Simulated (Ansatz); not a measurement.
# C2H5ClF2Si: a ladder of functionals and wavefunction methods

An exercise on one series of results from a longer session: the logs are not shown, and one member is left open.

The runs use Ansatz 0.2.0, Gaussian basis; functionals in def2-TZVPP, the program's frozen cores in correlated methods.

Plan: LDA (SPW92), PBE-D4, revPBE-D4, BLYP-D4, r2SCAN-D4, B97M-V, PBE0-D4, B3LYP-D4, r2SCANh-D4, r2SCAN0-D4, HSE06-D4, BHLYP-D4, CAM-B3LYP-D4, LC-ωPBE, ωB97X-V, ωB97M-V, B2PLYP, PBE-QIDH; CCSD(T)/def2-SVP; CCSD(T)/def2-TZVPP; MP2/def2-QZVPP; extrapolation to the limit; RPA on PBE.

## Structure used throughout

An earlier PBE0-D4 in a triple-zeta def2 set relaxation fixed the geometry.

SMILES `CC[Si](F)(F)Cl`, 11 atoms, charge 0, spin multiplicity 1.

Atoms are counted from 1 here; the program's logs count them from 0.

Bond lengths: C1–C2 1.529 Å, C1–H7 1.092 Å, C1–H8 1.092 Å, C1–H9 1.092 Å, C2–Si3 1.839 Å, C2–H10 1.095 Å, C2–H11 1.095 Å, Si3–F4 1.584 Å, Si3–F5 1.584 Å, Si3–Cl6 2.030 Å. Angles: C2–C1–H7 111.4°, C2–C1–H8 110.8°, C2–C1–H9 111.4°, H7–C1–H8 107.7°, H7–C1–H9 107.6°, H8–C1–H9 107.7°, C1–C2–Si3 113.5°, C1–C2–H10 111.0°, C1–C2–H11 111.0°, Si3–C2–H10 107.5°, Si3–C2–H11 107.5°, H10–C2–H11 106.0°, C2–Si3–F4 111.0°, C2–Si3–F5 111.0°, C2–Si3–Cl6 112.6°, F4–Si3–F5 106.2°, F4–Si3–Cl6 107.8°, F5–Si3–Cl6 107.8°.

The first run:

in.yaml

```yaml
crystal:
  periodic: [false, false, false]
  atoms:
    - {symbol: C, position_ang: [0.335612, -0.977561, -1.037821]}
    - {symbol: C, position_ang: [0.703033, 0.000616, 0.078846]}
    - {symbol: Si, position_ang: [-0.753967, 0.824695, 0.840908]}
    - {symbol: F, position_ang: [-1.751601, -0.240285, 1.456106]}
    - {symbol: F, position_ang: [-1.581382, 1.631021, -0.242217]}
    - {symbol: Cl, position_ang: [-0.236795, 2.118098, 2.317898]}
    - {symbol: H, position_ang: [-0.190734, -0.474679, -1.851701]}
    - {symbol: H, position_ang: [1.230724, -1.440283, -1.458062]}
    - {symbol: H, position_ang: [-0.310043, -1.778022, -0.670769]}
    - {symbol: H, position_ang: [1.369496, 0.786368, -0.292216]}
    - {symbol: H, position_ang: [1.250956, -0.506966, 0.879727]}
basis:
  gaussian: {orbitals: def2-TZVPP}
hamiltonian: {xc: lda}
output: {orbitals: {seedname: orbitals}}
```

Run with:

```
$ ansatz run in.yaml --threads 4 --pin off --events-out ev --progress --plain --max-ram 10444MiB
```

Steps of the session up to this table: LDA; PBE-D4 (GGA); revPBE-D4 (GGA); BLYP-D4 (GGA); r2SCAN-D4 (meta-GGA); B97M-V (meta-GGA); B3LYP-D4 (hybrid); r2SCANh-D4 (hybrid); r2SCAN0-D4 (hybrid); HSE06-D4 (hybrid); BHLYP-D4 (hybrid); CAM-B3LYP-D4 (range-separated); LC-ωPBE (range-separated); ωB97X-V (range-separated); ωB97M-V (range-separated); B2PLYP (double hybrid); PBE-QIDH (double hybrid).

One of the session's tables, all rows but one given; the rest of the session is left out.

It belongs to the step «Orbital energies across the functionals». 

| functional | HOMO (eV) | LUMO (eV) | gap (eV) |
| --- | --- | --- | --- |
| LDA (SPW92) | -7.96 | -0.30 | 7.66 |
| PBE-D4 | -7.84 | -0.08 | 7.76 |
| revPBE-D4 | -7.79 | 0.03 | 7.82 |
| BLYP-D4 | -7.73 | -0.07 | 7.66 |
| r2SCAN-D4 | -8.16 | 0.59 | 8.75 |
| B97M-V | -8.26 | 0.13 | 8.39 |
| PBE0-D4 | -9.23 | 0.77 | 10.01 |
| B3LYP-D4 | -9.01 | 0.44 | 9.45 |
| r2SCANh-D4 | -8.67 | 0.85 | 9.52 |
| r2SCAN0-D4 | -9.44 | 1.23 | 10.67 |
| HSE06-D4 | -8.83 | 0.40 | 9.23 |
| BHLYP-D4 | ? | ? | ? |
| CAM-B3LYP-D4 | -10.64 | 1.57 | 12.21 |
| LC-ωPBE | -11.98 | 2.91 | 14.90 |
| ωB97X-V | -11.63 | 2.69 | 14.32 |
| ωB97M-V | -11.46 | 2.28 | 13.74 |

Estimate the missing values for BHLYP-D4.

Worked estimate for «HOMO (eV)». Against the share of exact exchange, BLYP-D4 (0, -7.73), B3LYP-D4 (0.2, -9.01) give a slope of -6.40 per unit share; at 0.5 the line stands at -10.93.

**Answer.** HOMO (eV): -10.55; LUMO (eV): 1.42; gap (eV): 11.97. In «HOMO (eV)» the line misses by -0.38.
